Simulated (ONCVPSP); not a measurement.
# Er: generating and testing an ONCV potential

Aim: build the potential from the settings below, then test how well it stands in for the atom: other configurations, scattering, ghost states and the plane-wave cutoff that it needs.

The numbers are computed with ONCVPSP 4.0.1 (PBEsol, scalar-relativistic, spin-unpolarised reference atom).

**1. The atom and the settings**

Typed settings, in words:

| Item | Value |
| --- | --- |
| element | erbium (Er, Z = 68) |
| type | optimised norm-conserving Vanderbilt (ONCV) |
| frozen core | [Kr] 4d10 |
| valence charge | 22 |
| reference configuration | 4f11.5 5s2 5p6 5d0.5 6s2 |
| partial waves | 5s+6s: rc 1.95 bohr, ncon 3, nbas 7, qcut 4.8 1/bohr, 2 projectors; 5p: rc 1.45 bohr, ncon 3, nbas 6, qcut 6.6 1/bohr, 3 projectors, debl 2.9 Ha; 5d: rc 3.55 bohr, ncon 4, nbas 9, qcut 5 1/bohr, 2 projectors, debl 1.5 Ha; 4f: rc 0.75 bohr, ncon 4, nbas 9, qcut 22.9 1/bohr, 2 projectors, debl 3.5 Ha |
| local potential | polynomial inside 0.60 bohr (lpopt 1, dvloc0 0 Ha) |
| core correction | Teter function, fcfact 2, rcfact 1.8 |

**2. The generation run**

The input, Er.dat:

```
# ATOM AND REFERENCE CONFIGURATION
# atsym  z   nc   nv     iexc    psfile
  Er 68.00    9    5  -116133      upf
#
#   n    l    f
    1    0    2.00
    2    0    2.00
    2    1    6.00
    3    0    2.00
    3    1    6.00
    3    2   10.00
    4    0    2.00
    4    1    6.00
    4    2   10.00
    4    3   11.50
    5    0    2.00
    5    1    6.00
    5    2    0.50
    6    0    2.00
#
# PSEUDOPOTENTIAL AND OPTIMIZATION
# lmax
    3
#
#   l,   rc,      ep,       ncon, nbas, qcut
    0    1.95    0.00    3    7    4.80
    1    1.45    0.00    3    6    6.60
    2    3.55    0.00    4    9    5.00
    3    0.75    0.00    4    9   22.90
#
# LOCAL POTENTIAL
# lloc, lpopt,  rc(5),   dvloc0
    4    1    0.60    0.00
#
# VANDERBILT-KLEINMAN-BYLANDER PROJECTORs
# l, nproj, debl
    0    2    1.40
    1    3    2.90
    2    2    1.50
    3    2    3.50
#
# MODEL CORE CHARGE
# icmod, fcfact, rcfact
    3    2.00    1.80
#
# LOG DERIVATIVE ANALYSIS
# epsh1, epsh2, depsh
   -3.00    5.00    0.02
#
# OUTPUT GRID
# rlmax, drl
    6.00    0.01
#
# TEST CONFIGURATIONS
# ncnf
    4
# nvcnf
#   n    l    f
    5
    4    3   12.00
    5    0    2.00
    5    1    6.00
    5    2    0.00
    6    0    2.00
#
    5
    4    3   12.00
    5    0    2.00
    5    1    6.00
    5    2    0.00
    6    0    1.00
#
    5
    4    3   12.00
    5    0    2.00
    5    1    6.00
    5    2    0.00
    6    0    0.00
#
    5
    4    3   11.00
    5    0    2.00
    5    1    6.00
    5    2    1.00
    6    0    1.00
#
```

Launch:

```sh
$ oncvpsp.x < Er.dat > Er.out
```

What does the calculation give? Wanted: cutoffs for 1 and 0.1 mHa per electron, occupied waves; bound ghosts; GHOST(+) flags; largest phase difference near zero energy, channels read; rms error of d²Exc/dn², without and with the model core.

The runs gave:

```
                                                quantity                            value
  cutoffs for 1 and 0.1 mHa per electron, occupied waves                218 Ha and 241 Ha
                                            bound ghosts  s at -502.25 eV, d at -22.13 eV
                                          GHOST(+) flags          s at 114 eV, p at 10 eV
largest phase difference near zero energy, channels read                        0.003 rad
 rms error of d²Exc/dn², without and with the model core                5.16 and 3.42 mHa
```

What this shows: A bound ghost (s, d) makes it unfit for use: electrons can fall into a state that the atom doesn't have. It counts as very hard, with 218 Ha needed at the looser tolerance. At the looser tolerance the 4f wave is the slowest; 5p needs 19 Ha. Near zero energy the phases of the channels with partial waves agree within 0.003 rad. The pseudo curves have poles with no partner nearby in the atom's: p at 0.34 Ha, d at -0.80 Ha. At positive energy that is a spurious or a displaced resonance. The program also flags highly localised states, GHOST(+) (s, p). All of this concerns the isolated atom, not yet a solid.
